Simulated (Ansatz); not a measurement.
# NaBe: the cost of one run

Method: DFT PBE, scalar-relativistic, plane waves, PAW, in Ansatz 0.2.0.

## (1) The system as given

It takes space group Fd-3m (No. 227, cubic). Conventional cell: a = 6.243 Å, b = 6.243 Å, c = 6.243 Å, α = 90.00°, β = 90.00°, γ = 90.00°. Na (site symmetry -43m) is surrounded by 4 Na at 2.70 Å and 4 Be at 2.70 Å. Be (site symmetry -43m) has 4 Na at 2.70 Å and 4 Be at 2.70 Å as nearest neighbours.

As a file:

```cif
data_structure
_symmetry_space_group_name_H-M 'P 1'
_symmetry_Int_Tables_number 1
_cell_length_a 4.4146
_cell_length_b 4.4146
_cell_length_c 4.4146
_cell_angle_alpha 60.000
_cell_angle_beta 60.000
_cell_angle_gamma 60.000
_cell_volume 60.84
loop_
_atom_site_label
_atom_site_type_symbol
_atom_site_fract_x
_atom_site_fract_y
_atom_site_fract_z
_atom_site_occupancy
Na1 Na 0.50000 0.50000 0.50000 1
Na2 Na 0.75000 0.75000 0.75000 1
Be1 Be 0.00000 0.00000 0.00000 1
Be2 Be 0.25000 0.25000 0.25000 1
```

This is candidate A: NaTl (B32) type (Fd-3m, No. 227).

(A quick probe on a coarse mesh, which set the mesh and smearing, is not shown.)

## (3) Rough relaxation on the coarse mesh (candidate A)

Input file input.yaml:

```yaml
crystal:
  lattice:
    - [0.0, 3.1215969865, 3.1215969865]
    - [3.1215969865, 0.0, 3.1215969865]
    - [3.1215969865, 3.1215969865, 0.0]
  atoms:
    - { symbol: Na, position: [0.5, 0.5, 0.5] }
    - { symbol: Na, position: [0.75, 0.75, 0.75] }
    - { symbol: Be, position: [0.0, 0.0, 0.0] }
    - { symbol: Be, position: [0.25, 0.25, 0.25] }
basis:
  ecutwfc: 420
kpoints:
  mp_grid: { grid: [6, 6, 6] }
hamiltonian:
  xc: pbe
scf:
  occupations: { method: gaussian, width: 0.1 }
  lower_state_search: "off"
output:
  forces: true
  stress: true
  eigenvalues: true
relax:
  adjacent_minimum: "off"
  f_tol: 0.04
  max_steps: 70
  cell: { stress_tol: 0.4 }
```

Launch:

```
$ ansatz run input.yaml --threads 1 --pin off --max-ram 2560MiB --backend cpu --events-out ev --progress --plain --runs-dir out
```

What time and memory should one allow on 1 thread of Arm Neoverse V1, shared host?

About 5.2 s, with a peak of 0.3 GiB.
